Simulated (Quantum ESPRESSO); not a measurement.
ZrTaTe4 under changes of volume

One of the cells (30.758 Å³/atom); the others are scaled copies at fixed shape and fractional positions:

```
CELL_PARAMETERS angstrom
3.83253 0.00000 0.00000
-1.91626 3.31906 0.00000
0.00000 0.00000 14.50821
ATOMIC_POSITIONS crystal
Ta 0.00000 0.00000 0.00000
Te 0.66667 0.33333 0.12197
Te 0.66667 0.33333 0.62868
Te 0.33333 0.66667 0.37132
Te 0.33333 0.66667 0.87803
Zr 0.00000 0.00000 0.50000
```

The cell comes from a database or a generator and needn't be the stable form of this composition.

| Item | Value |
| --- | --- |
| Program | Quantum ESPRESSO 7.5 |
| Functional | PBEsol |
| Potentials or basis | GBRV 1.5 PBEsol |
| Cutoff | 762 eV |
| Density cutoff | 6095 eV |
| k mesh | 8 × 8 × 2 |
| Occupations | fermi-dirac, width 0.05 eV |
| Spin | no spin polarisation |

```tsv
volume (Å³/atom)	energy over the lowest point (meV/atom)	pressure (GPa)
28.913	?	?
29.528	0.00	-0.2
30.143	3.72	-1.7
30.758	12.70	-3.0
31.374	26.40	-4.1
31.989	44.30	-5.2
32.604	65.96	-6.1
```

Question: What does the run at 28.913 Å³/atom give?

Answer: Energy over the lowest point 2.17 meV/atom; pressure 1.4 GPa.

Worked out: A Birch-Murnaghan fit of order 3 (a polynomial in V^(-2/3)) to the other rows has its minimum at 29.44 Å³/atom, just outside them, with B0 = V·E''(V) = 74 GPa and B' = 4.3 at fixed shape and positions, which overstates the stiffness. It gives 2.15 meV/atom at 28.913 Å³/atom, against the run's 2.17, and -dE/dV = 1.4 GPa, against 1.4.

Energies are extrapolated to zero smearing.

Caveats: this functional lacks dispersion, which binds the layers, so the pressure and a relaxed spacing across them are unreliable.
